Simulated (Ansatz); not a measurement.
# Hg3P2: the cost of one run

Computed with Ansatz 0.2.0 (DFT PBE, scalar-relativistic, plane waves, PAW, unless a step's input says otherwise).

1 further run of the same task is left out (it didn't finish).

### Step 1. The structure to begin with

It takes space group P4/mmm (No. 123, tetragonal). The conventional cell has a = 4.297 Å, b = 4.297 Å, c = 6.511 Å, α = 90.00°, β = 90.00°, γ = 90.00°. Hg (site symmetry 4mm) has 4 P at 3.06 Å and 6 Hg at 3.19 to 3.46 Å as nearest neighbours. Hg (site symmetry 4/mmm) is surrounded by 2 P at 2.06 Å. P (site symmetry 4mm) has 1 Hg at 2.06 Å as nearest neighbours.

Coordinates:

```
CELL_PARAMETERS angstrom
4.29663 0.00000 0.00000
0.00000 4.29663 0.00000
0.00000 0.00000 6.51141
ATOMIC_POSITIONS crystal
Hg 0.00000 0.00000 0.24463
Hg 0.00000 0.00000 0.75537
Hg 0.50000 0.50000 0.50000
P 0.50000 0.50000 0.18425
P 0.50000 0.50000 0.81575
```

A structure generator made this guess: random cell by space group and Wyckoff sites (P4/mmm, No. 123). Lengths come from tabulated atomic sizes and are only a guess.

### Step 2. Probe: one point on a coarse mesh

File input.yaml:

```yaml
crystal:
  lattice:
    - [4.29662577, 0.0, 0.0]
    - [0.0, 4.29662577, 0.0]
    - [0.0, 0.0, 6.51140694]
  atoms:
    - { symbol: Hg, position: [0.0, 0.0, 0.24463114] }
    - { symbol: Hg, position: [0.0, 0.0, 0.75536886] }
    - { symbol: Hg, position: [0.5, 0.5, 0.5] }
    - { symbol: P, position: [0.5, 0.5, 0.18424611] }
    - { symbol: P, position: [0.5, 0.5, 0.81575389] }
basis:
  ecutwfc: 420
kpoints:
  mp_grid: { grid: [4, 4, 4] }
hamiltonian:
  xc: pbe
scf:
  occupations: { method: gaussian, width: 0.1 }
  lower_state_search: "off"
output:
  forces: true
  stress: true
  eigenvalues: true
```

Run with:

```sh
$ ansatz run input.yaml --threads 1 --pin off --max-ram 2560MiB --backend cpu --events-out ev --progress --plain --runs-dir out
```

What time and memory should one allow on 1 thread of Arm Neoverse V1, shared host?

About 5.3 s, with a peak of 0.37 GiB.
